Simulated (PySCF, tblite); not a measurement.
# C₃H₄BF₃S: geometry, infrared bands and NMR shifts

Wanted: the infrared bands and NMR shifts of C₃H₄BF₃S (`FC[C@]1(B(F)F)CS1`), by calculation.

Programs: tblite 0.8.0 and PySCF 2.14.0, with density-fitted response routines of our own. Each step states its level of theory. These are calculated values for one molecule in the gas phase, unless marked as measured. Atoms are numbered from 0 throughout.

## Step 1: The starting structure

12 atoms, charge 0, multiplicity 1; geometry from: force field or distance geometry start.

Bonds of the start (Å): F0–C1 1.39, C1–C2 1.52, C2–B3 1.60, B3–F4 1.46, B3–F5 1.44, C2–C6 1.46, C6–S7 1.84, S7–C2 1.84, C1–H8 1.12, C1–H9 1.10, C6–H10 1.12, C6–H11 1.11.

## Step 2: Geometry optimisation with GFN2-xTB

Job settings and geometry (Å):

```
{"job": {"kind": "relax", "xc": "GFN2-xTB", "basis": "xTB"}, "charge": 0, "multiplicity": 1}
F      1.722800     1.113100     0.783100
C      1.102900     0.785800    -0.422700
C     -0.134500    -0.058000    -0.138100
B     -1.377200     0.643800     0.590300
F     -1.562000     0.449100     2.027000
F     -2.215800     1.573900    -0.118000
C      0.050100    -1.492600     0.069300
S     -0.654000    -1.075300    -1.576200
H      1.842500     0.223300    -1.040200
H      0.822300     1.710600    -0.945400
H     -0.687100    -2.005900     0.733500
H      1.091200    -1.868400     0.011300
```

The run is started by

```
> OMP_NUM_THREADS=1 python probes_run.py task.json out
```

One launch serves the whole session: the jobs run in the order shown.

**Question.** This job is followed by: GFN2-xTB harmonic vibrations, gas phase; GIAO PBE0/pcSseg-1 NMR shielding, non-relativistic, gas phase. Predict these results of the whole session: strongest single infrared mode (GFN2-xTB); zero-point energy (GFN2-xTB); ¹³C shifts against TMS (PBE0/pcSseg-1); ¹H shifts against TMS (PBE0/pcSseg-1); ¹⁹F shifts against CFCl3 (PBE0/pcSseg-1, means over atoms taken as alike); ¹¹B shifts against BF3·OEt2 (PBE0/pcSseg-1); ³³S shifts against CS2 (PBE0/pcSseg-1); surface potential, 1st and 99th percentile.

**Answer**, as computed:

```
                                                                 quantity                       value
                                strongest single infrared mode (GFN2-xTB)       1316 cm⁻¹, 293 km/mol
                                             zero-point energy (GFN2-xTB)               45.7 kcal/mol
                                   ¹³C shifts against TMS (PBE0/pcSseg-1)        92.3, 32.7, 26.9 ppm
                                    ¹H shifts against TMS (PBE0/pcSseg-1)  5.56, 3.86, 2.94, 2.62 ppm
¹⁹F shifts against CFCl3 (PBE0/pcSseg-1, means over atoms taken as alike)           -85.5, -224.4 ppm
                              ¹¹B shifts against BF3·OEt2 (PBE0/pcSseg-1)                    25.9 ppm
                                   ³³S shifts against CS2 (PBE0/pcSseg-1)                    -159 ppm
                                    surface potential, 1st and 99th percentile          -0.82 V and 1.70 V
```

**Reading.** The optimisation took 75 steps and gained 0.935 eV; among the close pairs (by a distance rule), B3–F4 changed most, from 1.462 to 1.314 Å. No mode is imaginary among the 30: a minimum at this level. The strongest single mode, at 1316 cm⁻¹, is spread over several atoms, B3, C2, H8 among them. GFN2-xTB is a fitted tight-binding method: band positions and strengths are rough. Its intensities can rank the bands wrongly. C1 (sp3 CH2 bonded to F) lies farthest downfield among carbon, at 92.3 ppm; deshielded by the electronegative neighbour. At PBE0/pcSseg-1: Shielding is most anisotropic at S7 (span 896 ppm, paramagnetic term -393 ppm). By nearest atom (PBE0/pcSseg-1), the HOMO sits on S7 82 % and the LUMO on S7 37 %; B3 23 %.
